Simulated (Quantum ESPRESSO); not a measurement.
Wanted: the native input for a Quantum ESPRESSO 7.5 run.

```yaml
Task: single point
Functional: PBEsol
Potentials_or_basis: GBRV 1.5 PBEsol
Cutoff: 612 eV
Density_cutoff: 4898 eV
k_mesh: 8 × 8 × 8
Occupations: fermi-dirac, width 0.05 eV
Spin: collinear spin, ferromagnetic start
Starting_moments: "[1.0, 1.0, 1.0, 0.0] μB"
Mixing_beta: 0.3
Most_SCF_iterations: 120
SCF_threshold: 8e-10 Ry
```

Crystal: AlNi3.

```
Ni Al
1.0
     3.52305    0.00000    0.00000
     0.00000    3.52305    0.00000
     0.00000    0.00000    3.52305
Ni Al
3 1
Direct
  0.50000 0.50000 0.00000
  0.50000 0.00000 0.50000
  0.00000 0.50000 0.50000
  0.00000 0.00000 0.00000
```

The cell is a database's computed one.

These files were run (other wordings do the same):

pw.in

```
&CONTROL
  calculation = 'scf'
  prefix = 'pwscf'
  outdir = './tmp'
  pseudo_dir = './pseudo'
  tprnfor = .true.
  tstress = .true.
  disk_io = 'low'
/
&SYSTEM
  ibrav = 0
  nat = 4
  ntyp = 2
  ecutwfc = 45
  ecutrho = 360
  nbnd = 42
  occupations = 'smearing'
  smearing = 'fd'
  degauss = 0.00367493
  nspin = 2
  starting_magnetization(1) = 0.0556
  starting_magnetization(2) = 0
/
&ELECTRONS
  conv_thr = 8d-10
  electron_maxstep = 120
  mixing_beta = 0.3
/
ATOMIC_SPECIES
Ni    58.6934 ni_pbesol_v1.4.uspp.F.UPF
Al    26.9815 al_pbesol_v1.uspp.F.UPF
CELL_PARAMETERS angstrom
   3.5230547267    0.0000000000    0.0000000000
   0.0000000000    3.5230547267    0.0000000000
   0.0000000000    0.0000000000    3.5230547267
ATOMIC_POSITIONS crystal
Ni     0.5000000000    0.5000000000    0.0000000000
Ni     0.5000000000    0.0000000000    0.5000000000
Ni     0.0000000000    0.5000000000    0.5000000000
Al     0.0000000000    0.0000000000    0.0000000000
K_POINTS automatic
8 8 8 0 0 0
```

pp_density.in

```
&INPUTPP
  prefix = 'pwscf'
  outdir = './tmp'
  filplot = 'density.dat'
  plot_num = 0
/
&PLOT
  nfile = 1
  filepp(1) = 'density.dat'
  iflag = 3
  output_format = 6
  fileout = 'density.cube'
/
```

pp_potential.in

```
&INPUTPP
  prefix = 'pwscf'
  outdir = './tmp'
  filplot = 'potential.dat'
  plot_num = 11
/
&PLOT
  nfile = 1
  filepp(1) = 'potential.dat'
  iflag = 3
  output_format = 6
  fileout = 'potential.cube'
/
```

pp_spin.in

```
&INPUTPP
  prefix = 'pwscf'
  outdir = './tmp'
  filplot = 'spin.dat'
  plot_num = 6
/
&PLOT
  nfile = 1
  filepp(1) = 'spin.dat'
  iflag = 3
  output_format = 6
  fileout = 'spin.cube'
/
```

Potentials or basis: GBRV 1.5 PBEsol.

Launch:

```sh
$ OMP_NUM_THREADS=1 mpirun -n 2 pw.x -nk 2 -in pw.in > pw.out
$ OMP_NUM_THREADS=1 mpirun -n 1 pp.x -in pp_density.in > pp_density.out
$ OMP_NUM_THREADS=1 mpirun -n 1 pp.x -in pp_potential.in > pp_potential.out
$ OMP_NUM_THREADS=1 mpirun -n 1 pp.x -in pp_spin.in > pp_spin.out
```

Results of the run:

The pressure is -0.7 GPa and the band gap on the k mesh is none (metal or under the smearing width). The net moment is 0.67 μB per cell. The absolute moment is 0.82 μB per cell and the site moments are Ni +0.25; Al -0.01 μB. The valence electrons inside the program's atomic spheres are Ni 16.80; Al 1.29.

It took 56 s on 2 MPI ranks on Arm Neoverse V2 (shared host), peak memory 0.32 GiB a rank.
